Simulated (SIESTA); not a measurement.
Write the native input for SIESTA 5.4.2 that does the following.

```
Task                : single point
Functional          : PBEsol
Potentials or basis : PseudoDojo 0.4 standard (PBEsol files)
Basis               : DZP (energy shift 0.003 Ry; two zetas on semicore shells)
Grid cutoff         : 800 Ry
Energy shift        : 0.003 Ry
k mesh              : 11 × 11 × 2
Occupations         : fermi-dirac, width 0.05 eV
Spin                : collinear spin, ferromagnetic start
Starting moments    : [2.0, 2.0, 2.0, 2.0, 0.0, 0.0, 0.0, 0.0] μB
```

The system is AlV2C.

```
V Al C
1.0
     2.88760    0.00000    0.00000
    -1.44380    2.50073    0.00000
     0.00000    0.00000   13.10482
V Al C
4 2 2
Direct
  0.31809 0.65010 0.91423
  0.67445 0.32110 0.08488
  0.65843 0.33339 0.41243
  0.33123 0.68075 0.58535
  0.66351 0.33142 0.74736
  0.34429 0.67667 0.24979
  0.98037 0.98478 0.49697
  0.00309 0.01206 0.00002
```

The cell comes from a database or a generator and needn't be the stable form of this composition.

The cell isn't the ideal one: atoms moved at random, drawn with an rms of 0.05 Å.

The input as run:

AlV2C.fdf

```
SystemName                      AlV2C
SystemLabel                     AlV2C
NumberOfSpecies                 3
NumberOfAtoms                   8
%block ChemicalSpeciesLabel
  1  23 V
  2  13 Al
  3   6 C
%endblock ChemicalSpeciesLabel

LatticeConstant                 1.0 Ang
%block LatticeVectors
     2.8875990726     0.0000000000     0.0000000000
    -1.4437995363     2.5007341528     0.0000000000
     0.0000000000     0.0000000000    13.1048231100
%endblock LatticeVectors
AtomicCoordinatesFormat         Fractional
%block AtomicCoordinatesAndAtomicSpecies
     0.3180860000     0.6500990000     0.9142270000  1  V
     0.6744470000     0.3210980000     0.0848790000  1  V
     0.6584310000     0.3333870000     0.4124310000  1  V
     0.3312270000     0.6807450000     0.5853550000  1  V
     0.6635120000     0.3314180000     0.7473590000  2  Al
     0.3442850000     0.6766740000     0.2497920000  2  Al
    -0.0196310000    -0.0152160000     0.4969740000  3  C
     0.0030940000     0.0120640000     0.0000150000  3  C
%endblock AtomicCoordinatesAndAtomicSpecies

%block kgrid.MonkhorstPack
   11   0   0  0.0
    0  11   0  0.0
    0   0   2  0.0
%endblock kgrid.MonkhorstPack
XC.Functional                   GGA
XC.Authors                      PBEsol
PAO.BasisSize                   DZP
PAO.EnergyShift                 0.003 Ry
Mesh.Cutoff                     800 Ry
Spin                            polarized
%block DM.InitSpin
    1   2.000
    2   2.000
    3   2.000
    4   2.000
    5   0.000
    6   0.000
    7   0.000
    8   0.000
%endblock DM.InitSpin
OccupationFunction              FD
ElectronicTemperature           0.05 eV
MaxSCFIterations                200
SCF.MustConverge                false
SCF.Mixer.Method                Pulay
SCF.Mixer.Weight                0.1
SCF.Mixer.History               10
SCF.DM.Tolerance                5.0e-05
SCF.H.Tolerance                 1.0e-03 eV
WriteForces                     true
Charge.Mulliken                 end
%block PAO.Basis
  V 5
  n=3 0 2
    2.997 0.000
  n=4 0 2
    8.412 0.000
  n=3 1 2
    3.380 0.000
  n=4 1 1
    8.412
  n=3 2 2
    5.772 0.000
%endblock PAO.Basis
```

Potentials or basis: PseudoDojo 0.4 standard (PBEsol files), DZP (energy shift 0.003 Ry; two zetas on semicore shells).

Launch:

```bash
$ siesta AlV2C.fdf > AlV2C.out 2>&1
```

It gave:

```
Pressure               : -1.7 GPa
Largest force          : 1.421 eV/Å
Band gap on the k mesh : none (metal or under the smearing width)
Net moment             : 0.00 μB per cell
```

Caveat: the basis of atomic orbitals isn't converged, which shifts pressures, moduli and gaps.

It took 17 min on 1 thread of Intel(R) Xeon(R) 6975P-C (Granite Rapids), on a shared host, peak memory 1.1 GiB.
